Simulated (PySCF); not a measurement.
# Solver options tried on F2MoS (triplet)

The same problem is solved with other solver options, one edit a run.

Method: method and basis as typed in the scripts; program: PySCF 2.14.0.

2 further runs of the same task are left out: 2 that didn't finish.

## 1. The system as given

F2MoS (triplet): 4 atoms, charge 0, spin multiplicity 3.

Bond lengths: Mo1–S2 2.107 Å, Mo1–F3 1.868 Å, Mo1–F4 1.868 Å. Angles: S2–Mo1–F3 120.2°, S2–Mo1–F4 120.2°, F3–Mo1–F4 119.7°.

## 2. Base script

Contents of input.py:

```python
from pyscf import gto, scf, mp

mol = gto.M(
    atom='Mo 0.0944 0.1635 0; S -0.9589 -1.6608 0; F 1.9621 0.1688 0; F -0.8348 1.7837 0',
    basis='crenbl',
    ecp={'Mo': 'crenbl', 'S': 'crenbl', 'F': 'crenbl'},
    charge=0,
    spin=2,
    verbose=4,
)
mf = scf.UHF(mol)
mf.level_shift = 0.3
mf = mf.newton()
mf.kernel()
mp.MP2(mf).kernel()
mf.dip_moment()
print('orbital energies (hartree):', [e[max(0, n-3):n+3].round(4) for e, n in zip(mf.mo_energy, mol.nelec)])
```

On the command line:

```sh
$ python input.py
```

The log of this run is left out.

In short: E(SCF) = -125.141792 Eh, 4 macro-iterations, E(MP2) − E(SCF) = -0.58437 Eh, ⟨S²⟩ = 2.701, μ = 1.24 D (of the SCF density).

⟨S²⟩ = 2.70 against 2.00 for a pure state: the determinant is spin-contaminated. No search for the lowest state was made; open d or f shells can end in a higher solution. The triplet is typed in the script; nothing here shows that it is the ground state.

## 3. Point-group symmetry on

Variant 1 changes point-group symmetry: off → on.

Contents of input.py:

```python
from pyscf import gto, scf, mp

mol = gto.M(
    atom='Mo 0.0944 0.1635 0; S -0.9589 -1.6608 0; F 1.9621 0.1688 0; F -0.8348 1.7837 0',
    basis='crenbl',
    ecp={'Mo': 'crenbl', 'S': 'crenbl', 'F': 'crenbl'},
    charge=0,
    spin=2,
    symmetry=True,
    verbose=4,
)
mf = scf.UHF(mol)
mf.level_shift = 0.3
mf = mf.newton()
mf.kernel()
mp.MP2(mf).kernel()
mf.dip_moment()
print('orbital energies (hartree):', [e[max(0, n-3):n+3].round(4) for e, n in zip(mf.mo_energy, mol.nelec)])
```

On the command line:

```sh
$ python input.py
```

## 4. Cycle limit 5

Variant 2 changes cycle limit: 50 → 5.

input.py, as its differences from that of step 2:

```diff
@@ -11,2 +11,3 @@
 mf = scf.UHF(mol)
+mf.max_cycle = 5
 mf.level_shift = 0.3
```

## 5. Level shift 5 hartree

Variant 3 changes level shift: 0.3 hartree → 5 hartree.

input.py, as its differences from that of step 2:

```diff
@@ -11,3 +11,3 @@
 mf = scf.UHF(mol)
-mf.level_shift = 0.3
+mf.level_shift = 5.0
 mf = mf.newton()
```

Q: Predict the outcome of this session. Wanted: for each run, E(SCF); from base; gap, α spin; SCF dipole; after the SCF.

The runs gave:

```tsv
run	E(SCF) (hartree)	from base (eV)	cycles	gap, α spin (eV)	SCF dipole (D)	after the SCF
base	-125.141792	0	4 macro	10.45	1.24	MP2 correlation -15.901 eV
point-group symmetry on	-125.141792	0.0000	4 macro	10.45	1.24	MP2 correlation -15.901 eV
cycle limit 5	-125.141792	0.0000	4 macro	10.45	1.24	MP2 correlation -15.901 eV
level shift 5 hartree	-125.141792	0.0000	4 macro	10.45	1.24	MP2 correlation -15.901 eV
```

Distance from each run's final energy (log10 hartree) by cycle:

```tsv
run	cycle 1	cycle 2	cycle 3	cycle 5	cycle 8	cycle 12
base	-1.6	-5.1	< -11	done	done	done
point-group symmetry on	-1.6	-5.1	< -11	done	done	done
cycle limit 5	-1.6	-5.1	< -11	done	done	done
level shift 5 hartree	-1.6	-5.1	< -11	done	done	done
```

In words: No change of the SCF energy comes from point-group symmetry on or cycle limit 5 or level shift 5 hartree. The cycles with level shift 5 hartree repeat those of the base digit for digit, so the setting never acted.
